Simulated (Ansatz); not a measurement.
# C2H8GaN (SMILES [CH3][Ga]([CH3])[NH2]): B3LYP/6-31G(d) (Cartesian functions)

Aim: the vertical singlet–triplet gap of C2H8GaN at B3LYP/6-31G* (Cartesian functions), from 2 runs. 

Program for the calculation: Ansatz 0.2.0.

41 further runs of the same task are left out: 41 set aside as unsound or not needed.

## (1) The structure to begin with

C2H8GaN: 12 atoms, total charge 0, spin state singlet. As SMILES, `[CH3][Ga]([CH3])[NH2]`. Geometry: relaxed at PBE0-D4/def2-TZVP.

Bond lengths: C1–Ga2 1.967 Å, Ga2–C3 1.967 Å, Ga2–N4 1.824 Å, C1–H5 1.091 Å, C1–H6 1.093 Å, C1–H7 1.093 Å, C3–H8 1.093 Å, C3–H9 1.091 Å, C3–H10 1.093 Å, N4–H11 1.006 Å, N4–H12 1.006 Å. Some angles: C1–Ga2–C3 126.1°, C1–Ga2–N4 117.0°, C3–Ga2–N4 117.0°, Ga2–C1–H5 111.8°, Ga2–C1–H6 110.6°, Ga2–C1–H7 110.6°, Ga2–C3–H8 110.6°, Ga2–C3–H9 111.7°, Ga2–C3–H10 110.6°, Ga2–N4–H11 124.2°.

## (2) A single-point energy at B3LYP/6-31G(d) (Cartesian functions)

job.yaml

```yaml
basis:
  gaussian: {orbitals: "6-31G*"}
crystal:
  periodic: [false, false, false]
  atoms:
    - {symbol: C, position_ang: [-0.496600, 1.795100, -0.383100]}
    - {symbol: Ga, position_ang: [-0.078800, -0.097900, -0.052000]}
    - {symbol: C, position_ang: [1.442300, -0.783000, 0.989400]}
    - {symbol: "N", position_ang: [-1.206800, -1.333200, -0.779100]}
    - {symbol: H, position_ang: [-1.389900, 1.910300, -0.999000]}
    - {symbol: H, position_ang: [-0.659300, 2.323300, 0.559900]}
    - {symbol: H, position_ang: [0.336100, 2.290100, -0.889200]}
    - {symbol: H, position_ang: [1.414300, -0.397200, 2.011600]}
    - {symbol: H, position_ang: [1.443400, -1.873300, 1.034100]}
    - {symbol: H, position_ang: [2.387700, -0.456700, 0.548400]}
    - {symbol: H, position_ang: [-2.017200, -1.104900, -1.329400]}
    - {symbol: H, position_ang: [-1.098200, -2.328000, -0.677500]}
hamiltonian: {xc: {name: B3LYP}}
output: {orbitals: {seedname: orbitals}}
accuracy: high
```

On the command line:

```bash
ansatz run job.yaml --threads 1 --pin off --max-ram 3480MiB --events-out events.jsonl --progress --plain --runs-dir runs
```

Standard output:

```text
Warning: RAYON_NUM_THREADS=1 ignored (pool sized by the plan → 1); use --threads N
Functional definition: B3LYP
  name "B3LYP"
  parameter a0 = 0.2
  parameter ax = 0.72
  parameter ac = 0.81
  exchange = (1 - a0 - ax)*slater_x + ax*b88_x + a0*exact_x
  correlation = (1 - ac)*vwn_rpa_c + ac*lyp_c
2182 factors; integrals over basis functions are off by at most 4.2e-9 eV
mean field evaluation 1: about -56052.0897 eV, gradient 8.5e1 eV
mean field evaluation 2: about -56029.0030 eV, gradient 1.2e2 eV
mean field evaluation 4: about -56067.0276 eV, gradient 5.7e0 eV
mean field evaluation 8: about -56067.2507 eV, gradient 9.0e-1 eV
mean field evaluation 16: about -56067.2525 eV, gradient 1.0e-4 eV
mean field -56067.25246298 eV, -2060.4335242660 hartree, gradient 4.7e-9 eV, S^2 0.000000; 0 other end points of the search recorded, 0 dependent functions left out
reference -56067.25250963 eV, -2060.4335259800 hartree; 29, 29 occupied and 67, 67 virtual orbitals, 2182 factors
Total energy: -56067.25250963 eV, -2060.4335259800 hartree
```

Wall time 12 s (1 thread of Arm Neoverse V1, shared host); peak memory 0.37 GiB.

## (3) The triplet, same level

input.yaml

```yaml
crystal:
  periodic: [false, false, false]
  atoms:
    - {symbol: C, position_ang: [-0.496600, 1.795100, -0.383100]}
    - {symbol: Ga, position_ang: [-0.078800, -0.097900, -0.052000]}
    - {symbol: C, position_ang: [1.442300, -0.783000, 0.989400]}
    - {symbol: "N", position_ang: [-1.206800, -1.333200, -0.779100]}
    - {symbol: H, position_ang: [-1.389900, 1.910300, -0.999000]}
    - {symbol: H, position_ang: [-0.659300, 2.323300, 0.559900]}
    - {symbol: H, position_ang: [0.336100, 2.290100, -0.889200]}
    - {symbol: H, position_ang: [1.414300, -0.397200, 2.011600]}
    - {symbol: H, position_ang: [1.443400, -1.873300, 1.034100]}
    - {symbol: H, position_ang: [2.387700, -0.456700, 0.548400]}
    - {symbol: H, position_ang: [-2.017200, -1.104900, -1.329400]}
    - {symbol: H, position_ang: [-1.098200, -2.328000, -0.677500]}
basis:
  gaussian: {orbitals: "6-31G*"}
magnetization: {spin_polarized: true, initial_magnetization: 2}
hamiltonian: {xc: {name: B3LYP}}
accuracy: high
output: {orbitals: {seedname: orbitals}}
```

On the command line:

```bash
ansatz run input.yaml --threads 1 --pin off --max-ram 3480MiB --events-out events.jsonl --progress --plain --runs-dir runs
```

Standard output, shortened:

```text
Warning: RAYON_NUM_THREADS=1 ignored (pool sized by the plan → 1); use --threads N
[... 7 set-up lines as earlier in the session ...]
2182 factors; integrals over basis functions are off by at most 4.2e-9 eV
mean field evaluation 1: about -56047.0391 eV, gradient 5.7e1 eV
mean field evaluation 2: about -56011.7852 eV, gradient 9.0e1 eV
mean field evaluation 4: about -56058.6599 eV, gradient 2.1e1 eV
mean field evaluation 8: about -56061.3864 eV, gradient 4.8e-1 eV
mean field evaluation 16: about -56061.5589 eV, gradient 7.5e-2 eV
mean field evaluation 32: about -56061.9400 eV, gradient 3.8e-8 eV
mean field evaluation 64: about -56061.5394 eV, gradient 1.4e0 eV
mean field -56061.93995277 eV, -2060.2382931166 hartree, gradient 2.6e-8 eV, S^2 2.004289; 6 other end points of the search recorded, 0 dependent functions left out
reference -56061.94000029 eV, -2060.2382948627 hartree; 30, 28 occupied and 66, 68 virtual orbitals, 2182 factors
Total energy: -56061.94000029 eV, -2060.2382948627 hartree
```

Wall time 58 s (1 thread of Arm Neoverse V1, shared host); peak memory 0.56 GiB.

## (4) What came out

At B3LYP/6-31G* (Cartesian functions):

| quantity | value |
| --- | --- |
| singlet: total energy | -2060.43353 Eh |
| singlet: HOMO energy | -6.44 eV |
| singlet: LUMO energy | 0.14 eV |
| singlet: HOMO–LUMO gap | 6.57 eV |
| triplet: total energy | -2060.23829 Eh |
| triplet: HOMO energy (highest over α and β) | -1.61 eV |
| triplet: ⟨S²⟩ | 2.004 |
| vertical energy of the triplet above the singlet | 5.313 eV |

In words: At this shape the triplet lies 5.31 eV (123 kcal/mol) above the singlet.
